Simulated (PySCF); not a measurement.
**[Gd(NH3)3]2+: other functionals and bases at one geometry**

Aim: see how levels, charges and forces of [Gd(NH3)3]2+ depend on the level of theory. The species was built from a template and needn't be a known compound.

Program: PySCF 2.14.0. Level of theory: several levels, as the steps say, no spin–orbit coupling. These are calculated values, not measurements.

1 further run of the same task is left out (for a known fault of the program).

### Step 1. Where the work starts

13 atoms, charge 2, spin multiplicity 1.

Bond lengths: Gd1–N2 2.646 Å, Gd1–N6 2.646 Å, Gd1–N10 2.646 Å, N2–H3 1.027 Å, N2–H4 1.027 Å, N2–H5 1.027 Å, N6–H7 1.027 Å, N6–H8 1.027 Å, N6–H9 1.027 Å, N10–H11 1.027 Å, N10–H12 1.027 Å, N10–H13 1.027 Å. Angles: N2–Gd1–N6 120.0°, N2–Gd1–N10 120.0°, N6–Gd1–N10 120.0°, Gd1–N2–H3 115.0°, Gd1–N2–H4 115.0°, Gd1–N2–H5 115.0°, H3–N2–H4 103.4°, H3–N2–H5 103.4°, H4–N2–H5 103.4°, Gd1–N6–H7 115.0°, Gd1–N6–H8 115.0°, Gd1–N6–H9 115.0°, H7–N6–H8 103.4°, H7–N6–H9 103.4°, H8–N6–H9 103.4°, Gd1–N10–H11 115.0°, Gd1–N10–H12 115.0°, Gd1–N10–H13 115.0° and more.

Geometry (Å):

```xyz
13

Gd    0.0000    0.0000    0.0000
N     2.6463    0.0001    0.0000
H     3.0806   -0.4655    0.8062
H     3.0806   -0.4655   -0.8062
H     3.0806    0.9309    0.0000
N    -1.3233    2.2917    0.0000
H    -1.1372    2.9006    0.8062
H    -1.1372    2.9006   -0.8062
H    -2.3465    2.2024    0.0000
N    -1.3231   -2.2918    0.0000
H    -1.9434   -2.4351    0.8062
H    -1.9434   -2.4351   -0.8062
H    -0.7341   -3.1333    0.0000
```

Formal oxidation states: Gd +2. Each metal's 8 4f electrons lie in its core potential, so multiplicities, spins and levels count the valence alone. For divalent La, Ce, Gd or Lu the extra electron is normally 5d or 6s, so this core forces an excited configuration. An earlier session relaxed this geometry at PBE0, Gd lcecp-0-SVP with ECP54, N def2-SVP, H def2-SVP (singlet, point group C3h).

At PBE0 on the finer grid: E = -198.823993 Eh, frontier levels not given, since the 4f levels lie in the core, Mulliken charge on Gd1 +1.30 e, largest force component 0.004 eV/Å. 

Levels to run: M06-L; TPSS; PBE0, TZVP. Hardware: 2 threads of Arm Neoverse V2, shared host.

### Step 2. M06-L

The input, run.py (the lines that set the calculation):

```python
mol = gto.M(atom='''
Gd     0.00000     0.00000     0.00000
N      2.64630     0.00012     0.00000
H      3.08055    -0.46549     0.80615
H      3.08055    -0.46549    -0.80615
H      3.08062     0.93090     0.00000
N     -1.32325     2.29170     0.00000
H     -1.13715     2.90058     0.80615
H     -1.13715     2.90058    -0.80615
H     -2.34649     2.20244     0.00000
N     -1.32305    -2.29182     0.00000
H     -1.94340    -2.43509     0.80615
H     -1.94340    -2.43509    -0.80615
H     -0.73413    -3.13334     0.00000''',
    basis={'Gd': 'lcecp-0-SVP', 'N': 'def2-SVP', 'H': 'def2-SVP'},
    ecp={'Gd': 'lcecp-0-SVP'},
    charge=2, spin=0)
mf = dft.RKS(mol, xc='M06L')
mf.grids.atom_grid = (75, 302)  # f atoms: unpruned, at least (60, 302)
mf = mf.density_fit()  # fitting sets: Gd AutoAux, N def2-universal-JKFIT, H def2-universal-JKFIT
mf.conv_tol = 1e-08; mf.max_cycle = 55
mf.kernel(dm0)  # dm0: the density of the relaxed state
```

Run with:

```console
$ OMP_NUM_THREADS=2 python run.py
```

### Step 3. TPSS

run.py (the lines that set the calculation), as its differences from that of step 2:

```diff
@@ -17,3 +17,3 @@
     charge=2, spin=0)
-mf = dft.RKS(mol, xc='M06L')
+mf = dft.RKS(mol, xc='TPSS')
 mf.grids.atom_grid = (75, 302)  # f atoms: unpruned, at least (60, 302)
```

### Step 4. PBE0, TZVP

Basis: Gd lcecp-0-TZVP with ECP54, N def2-TZVP, H def2-TZVP. 

run.py (the lines that set the calculation), as its differences from that of step 3:

```diff
@@ -14,6 +14,6 @@
 H     -0.73413    -3.13334     0.00000''',
-    basis={'Gd': 'lcecp-0-SVP', 'N': 'def2-SVP', 'H': 'def2-SVP'},
-    ecp={'Gd': 'lcecp-0-SVP'},
+    basis={'Gd': 'lcecp-0-TZVP', 'N': 'def2-TZVP', 'H': 'def2-TZVP'},
+    ecp={'Gd': 'lcecp-0-TZVP'},
     charge=2, spin=0)
-mf = dft.RKS(mol, xc='TPSS')
+mf = dft.RKS(mol, xc='PBE0')
 mf.grids.atom_grid = (75, 302)  # f atoms: unpruned, at least (60, 302)
@@ -21,2 +21,2 @@
 mf.conv_tol = 1e-08; mf.max_cycle = 55
-mf.kernel(dm0)  # dm0: the density of the relaxed state
+mf.kernel(dm0)  # dm0: free metal ions and neutral atoms
```

Q: Predict the outcome of this session. Wanted: for each run, charge on Gd1; dipole; largest force.

The runs gave:

| level | state | charge on Gd1 (e) | dipole (D) | largest force (eV/Å) | basis functions | time |
| --- | --- | --- | --- | --- | --- | --- |
| PBE0 (relaxed here) | singlet | 1.30 | 0.00 | 0.00 | 118 | 20 s |
| M06-L | singlet | 1.37 | 0.00 | 0.10 | 118 | 11 s |
| TPSS | singlet | 1.25 | 0.00 | 0.29 | 118 | 10 s |
| PBE0, TZVP | singlet | 1.62 | 0.00 | 0.40 | 194 | 24 s |

Times are on 2 threads of Arm Neoverse V2, shared host; the first row also made further properties. The dipole of a charged species depends on the origin, so these sizes hold for this origin alone.

The largest leftover force, 0.40 eV/Å with PBE0, TZVP, stands at a geometry relaxed at another level. The Mulliken charge on Gd spans +1.25 to +1.62 e over the levels. With 4f in the core, its levels are missing from HOMO and gap. Total energies of different levels can't be compared. Spin–orbit coupling is left out throughout.
